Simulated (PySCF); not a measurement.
# H2MoNO3 ([MoO3(NH2)]-): the cost of one run

The runs use PySCF 2.14.0; levels as typed in each script, gas phase, geometry from GFN2-xTB.

**1. The starting structure**

7 atoms, charge -1, spin multiplicity 1.

Bond lengths: Mo1–O2 1.669 Å, Mo1–O3 1.666 Å, Mo1–O4 1.667 Å, Mo1–N5 1.996 Å, N5–H6 1.020 Å, N5–H7 1.020 Å. Angles: O2–Mo1–O3 113.5°, O2–Mo1–O4 113.1°, O2–Mo1–N5 104.5°, O3–Mo1–O4 117.0°, O3–Mo1–N5 103.1°, O4–Mo1–N5 103.6°, Mo1–N5–H6 119.8°, Mo1–N5–H7 120.4°, H6–N5–H7 107.7°.

As a file:

```xyz
7
H2MoNO3
Mo   -0.1268   -0.0033    0.0052
O    -0.4335    0.0930   -1.6325
O    -0.5160   -1.4818    0.6673
O    -0.6144    1.3520    0.8436
N     1.8636    0.0474    0.1462
H     2.4112   -0.7730   -0.1132
H     2.3806    0.8732   -0.1541
```

**2. Excited states (LC-wPBE/def2-svpd)**

Input file input.py:

```python
import numpy as np
from pyscf import gto, scf, dft, tdscf
from pyscf.scf import atom_ks, atom_hf
from scipy.linalg import block_diag

def solve(mol, dm0=None, hcore=None):
    mf = (dft.UKS if mol.spin else dft.RKS)(mol, xc='lc_wpbe')
    mf.grids.level = 3
    mf = mf.density_fit(auxbasis='def2-universal-jkfit')
    mf.conv_tol, mf.max_cycle = 1e-8, 80
    if hcore is not None:
        mf.get_hcore = lambda *args: hcore
    mf.kernel(dm0)
    if not mf.converged:
        mf = mf.newton().run(mf.mo_coeff, mf.mo_occ, max_cycle=30)
    assert mf.converged, 'SCF not converged'
    return mf

mol = gto.M(atom='''
Mo    -0.12682    -0.00328     0.00516
O     -0.43345     0.09302    -1.63254
O     -0.51603    -1.48177     0.66731
O     -0.61436     1.35200     0.84362
N      1.86361     0.04737     0.14621
H      2.41115    -0.77297    -0.11317
H      2.38062     0.87319    -0.15409
''', basis='def2-svpd', ecp={'Mo': 'def2-svpd'}, charge=-1, spin=0, verbose=4)
mf = solve(mol)
td = mf.TDA()
td.nstates, td.singlet, td.conv_tol = 4, True, 1e-5
td.kernel()
td.analyze()
x, y = np.array([p[0] for p in td.xy]), np.array([p[1] + 0 * p[0] for p in td.xy])
f, mu = td.oscillator_strength(), td.transition_dipole()
nto = [td.get_nto(state=i + 1, verbose=4) for i in range(len(td.e))]
# spherically averaged free atoms, for the promolecule
atom_ks.AtomSphAverageRKS.init_guess_by_vsap = lambda self, mol=None: self.init_guess_by_minao(mol)  # core potentials
atm = atom_ks.get_atm_nrks(mol, xc='lc_wpbe')
pro = block_diag(*[(atm[a[0]][2] * atm[a[0]][3]) @ atm[a[0]][2].T for a in mol._atom])
np.savez('result.npz', e=td.e, f=f, ok=td.converged, w=[n[0] for n in nto], nto=[n[1] for n in nto], x=x, y=y, c=mf.mo_coeff, occ=mf.mo_occ, eps=mf.mo_energy, pro=pro, mu=mu)
```

Run with:

```sh
> OMP_NUM_THREADS=1 python input.py
```

Q: Estimate wall time and peak memory on 1 thread of Arm Neoverse V2, shared host.

About 5.9 min, with a peak of 0.69 GiB.
